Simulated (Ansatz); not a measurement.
# AlH4NOS: up Jacob's ladder to CCSD(T)

Aim: compute AlH4NOS with functionals from several rungs and with coupled cluster. The yardstick is the atomisation energy at the CCSD(T) limit.

Program: Ansatz 0.2.0, Gaussian basis. Level of theory: functionals in def2-TZVPP, the program's frozen cores in correlated methods. These are calculated values, not measurements.

The runs, in order: LDA (SPW92), PBE-D4, revPBE-D4, BLYP-D4, r2SCAN-D4, B97M-V, PBE0-D4, B3LYP-D4, r2SCANh-D4, r2SCAN0-D4, HSE06-D4, BHLYP-D4, CAM-B3LYP-D4, LC-ωPBE, ωB97X-V, ωB97M-V, B2PLYP, PBE-QIDH; CCSD(T)/def2-SVP; CCSD(T)/def2-TZVPP; CCSD(T)/def2-QZVPP; extrapolation to the limit; RPA on PBE.

## Step 1: The geometry

The geometry comes from an earlier relaxation with PBE0-D4 in a triple-zeta def2 set; it is a stationary point, not always the lowest conformer.

SMILES `[NH2][Al]([OH])[SH]`, 8 atoms, charge 0, spin multiplicity 1.

Atoms are counted from 1 here; the program's logs count them from 0.

Bond lengths: N1–Al2 1.761 Å, N1–H5 1.006 Å, N1–H6 1.007 Å, Al2–O3 1.693 Å, Al2–S4 2.178 Å, O3–H7 0.955 Å, S4–H8 1.345 Å. Angles: Al2–N1–H5 125.7°, Al2–N1–H6 124.1°, H5–N1–H6 110.2°, N1–Al2–O3 123.7°, N1–Al2–S4 119.4°, O3–Al2–S4 116.9°, Al2–O3–H7 125.1°, Al2–S4–H8 91.5°.

## Step 2: LDA

This LDA is Slater exchange with PW92 correlation.

File in.yaml:

```yaml
crystal:
  periodic: [false, false, false]
  atoms:
    - {symbol: N, position_ang: [-0.448889, 1.481067, 0.151732]}
    - {symbol: Al, position_ang: [-0.001721, -0.212615, -0.028926]}
    - {symbol: O, position_ang: [1.598420, -0.763069, -0.074013]}
    - {symbol: S, position_ang: [-1.566045, -1.717127, -0.210437]}
    - {symbol: H, position_ang: [0.192773, 2.250817, 0.241770]}
    - {symbol: H, position_ang: [-1.398500, 1.814172, 0.179412]}
    - {symbol: H, position_ang: [2.372266, -0.208428, -0.005295]}
    - {symbol: H, position_ang: [-0.656106, -2.701917, -0.310044]}
basis:
  gaussian: {orbitals: def2-TZVPP}
hamiltonian: {xc: lda}
output: {orbitals: {seedname: orbitals}}
```

The run is started by

```sh
ansatz run in.yaml --threads 2 --pin off --events-out ev --progress --plain --max-ram 32768MiB --backend cpu
```

Further steps of the session: PBE-D4 (GGA); revPBE-D4 (GGA); BLYP-D4 (GGA); r2SCAN-D4 (meta-GGA); B97M-V (meta-GGA); PBE0-D4 (hybrid); B3LYP-D4 (hybrid); r2SCANh-D4 (hybrid); r2SCAN0-D4 (hybrid); HSE06-D4 (hybrid); BHLYP-D4 (hybrid); CAM-B3LYP-D4 (range-separated); LC-ωPBE (range-separated); ωB97X-V (range-separated); ωB97M-V (range-separated); B2PLYP (double hybrid); PBE-QIDH (double hybrid); CCSD(T) in def2-SVP; CCSD(T) in def2-TZVPP; CCSD(T) in def2-QZVPP; RPA on PBE orbitals.

**Question.** What will the summary of the whole plan be? Wanted: atomisation energy, CCSD(T)/CBS; farthest beyond LDA; mean size of error, GGA; mean size of error, meta-GGA; mean size of error, hybrid; mean size of error, range-separated; mean size of error, double hybrid; gap, smallest and largest; T1 diagnostic.

The runs gave:

```
                               quantity                                           value
        atomisation energy, CCSD(T)/CBS                                   2808.0 kJ/mol
 functionals within 14.0 kJ/mol (0.5 %)  PBE-D4, B97M-V, CAM-B3LYP-D4, ωB97X-V, ωB97M-V
                    farthest beyond LDA                        BHLYP-D4 (-123.0 kJ/mol)
                mean size of error, GGA                                     33.2 kJ/mol
           mean size of error, meta-GGA                                     10.7 kJ/mol
             mean size of error, hybrid                                     60.5 kJ/mol
    mean size of error, range-separated                                     14.6 kJ/mol
      mean size of error, double hybrid                                     57.4 kJ/mol
              gap, smallest and largest           4.78 eV (BLYP-D4), 11.93 eV (LC-ωPBE)
                          T1 diagnostic                                          0.0111
triples share of the correlation energy                                           3.7 %
```

What this shows: The LDA atomisation energy is off by 377.0 kJ/mol (13 %): it overbinds. PBE-D4 misses by +13.8 kJ/mol. Double hybrids carry the basis error of their MP2 part in triple zeta, and no dispersion term here, so their miss is partly the set-up's. Taken by rung, meta-GGA functionals do best (10.7 kJ/mol on average) and hybrid ones worst beyond LDA (60.5 kJ/mol). The gap between the best rungs is small, so their order is not settled. The mean of the hybrids holds BHLYP, with half exact exchange. Misses under about 14.0 kJ/mol are within the doubt on the reference itself, which lacks core-valence correlation, relativity and higher excitations. Hartree-Fock recovers 69 % of the binding; the rest is correlation. CCSD(T) in def2-SVP is off by -256.2 kJ/mol, worse than the median functional, from the basis alone. The gap grows from 4.8 to 11.9 eV across the functionals, mostly with the share of exact exchange.
